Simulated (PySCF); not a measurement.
# Eu(NO2)3: other functionals and bases at one geometry

An exercise on one series of results from a longer session: the logs are not shown, and one member is left open.

Program: PySCF 2.14.0. Level of theory: several levels, as the steps say, no spin–orbit coupling. These are calculated values, not measurements.

4 further runs of the same task are left out: 2 for a known fault of the program, 2 that didn't finish.

**Where the work starts**

10 atoms, charge 0, spin multiplicity 1.

Bond lengths: Eu1–O2 2.392 Å, Eu1–O3 2.392 Å, Eu1–N4 2.852 Å, Eu1–O5 2.392 Å, Eu1–O6 2.392 Å, Eu1–N7 2.852 Å, Eu1–O8 2.392 Å, Eu1–O9 2.392 Å, Eu1–N10 2.852 Å, O2–N4 1.264 Å, O3–N4 1.264 Å, O5–N7 1.264 Å, O6–N7 1.264 Å, O8–N10 1.264 Å, O9–N10 1.264 Å. Angles: O2–Eu1–O3 52.1°, O2–Eu1–N4 26.0°, O2–Eu1–O5 102.2°, O2–Eu1–O6 126.6°, O2–Eu1–N7 116.7°, O2–Eu1–O8 102.2°, O2–Eu1–O9 126.6°, O2–Eu1–N10 116.7°, O3–Eu1–N4 26.0°, O3–Eu1–O5 126.6°, O3–Eu1–O6 102.2°, O3–Eu1–N7 116.7°, O3–Eu1–O8 126.6°, O3–Eu1–O9 102.2°, O3–Eu1–N10 116.7°, N4–Eu1–O5 116.7°, N4–Eu1–O6 116.7°, N4–Eu1–N7 120.0° and more.

Geometry (Å):

```
atom     x (Å)     y (Å)     z (Å)
 Eu1   0.00000   0.00000   0.00000
  O2   2.14938   0.00001   1.05005
  O3   2.14938   0.00001  -1.05005
  N4   2.85238   0.00002   0.00000
  O5  -1.07470   1.86141   1.05005
  O6  -1.07470   1.86141  -1.05005
  N7  -1.42620   2.47022   0.00000
  O8  -1.07468  -1.86142   1.05005
  O9  -1.07468  -1.86142  -1.05005
 N10  -1.42617  -2.47024   0.00000
```

Formal oxidation states: Eu +3. Each metal's 6 4f electrons lie in its core potential, so multiplicities, spins and levels count the valence alone. An earlier session relaxed this geometry at B3LYP, Eu lcecp-1-SVP with ECP52, O def2-SVP, N def2-SVP (singlet, point group D3h).

At B3LYP on the finer grid: E = -650.406995 Eh, HOMO -8.41 eV, LUMO -3.51 eV, Mulliken charge on Eu1 +1.23 e, largest force component 0.007 eV/Å. 

Levels to run: wB97X; BP86; revPBE; HF; B3LYP, TZVP. Hardware: 4 threads of Intel Xeon Platinum 8259CL at 2.50GHz (Skylake/Cascade Lake), shared host.

Set-up of the first run:

run.py (the lines that set the calculation) reads:

```python
mol = gto.M(atom='''
Eu     0.00000     0.00000     0.00000
O      2.14938     0.00001     1.05005
O      2.14938     0.00001    -1.05005
N      2.85238     0.00002     0.00000
O     -1.07470     1.86141     1.05005
O     -1.07470     1.86141    -1.05005
N     -1.42620     2.47022     0.00000
O     -1.07468    -1.86142     1.05005
O     -1.07468    -1.86142    -1.05005
N     -1.42617    -2.47024     0.00000''',
    basis={'Eu': 'lcecp-1-SVP', 'O': 'def2-SVP', 'N': 'def2-SVP'},
    ecp={'Eu': 'lcecp-1-SVP'},
    charge=0, spin=0)
mf = dft.RKS(mol, xc='WB97X')
mf.grids.atom_grid = (75, 302)  # f atoms: unpruned, at least (60, 302)
mf = mf.density_fit()  # fitting sets: Eu AutoAux, O def2-universal-JKFIT, N def2-universal-JKFIT
mf.conv_tol = 1e-08; mf.max_cycle = 55
mf.kernel(dm0)  # dm0: the density of the relaxed state
```

Started as:

```
$ OMP_NUM_THREADS=4 python run.py
```

Among the steps run: wB97X; BP86; revPBE; HF; B3LYP, TZVP.

One of the session's tables, all rows but one given; the rest of the session is left out.

```
               level  HOMO (eV)  gap (eV)  charge on Eu1 (e)  largest force component (eV/Å)
B3LYP (relaxed here)      -8.41      4.90               1.23                            0.01
               wB97X     -11.22     10.25               1.33                            0.71
                BP86      -7.09      2.75               1.09                            0.88
              revPBE      -6.90      2.76               1.10                            1.01
                  HF          ?         ?                  ?                               ?
         B3LYP, TZVP      -8.47      4.97               1.61                            0.17
```

Estimate the missing values for HF.

As computed: HOMO (eV): -13.20; gap (eV): 14.10; charge on Eu1 (e): 1.82; largest force component (eV/Å): 2.83. In the column «HOMO (eV)» it is the lowest.

In one basis the HOMO–LUMO gap runs from 2.75 eV (BP86) to 14.10 eV (HF). The largest leftover force, 2.83 eV/Å with HF, stands at a geometry relaxed at another level. With 4f in the core, its levels are missing from HOMO and gap, and its count is fixed, so no charge can pass from the ligands into it. Total energies of different levels can't be compared.
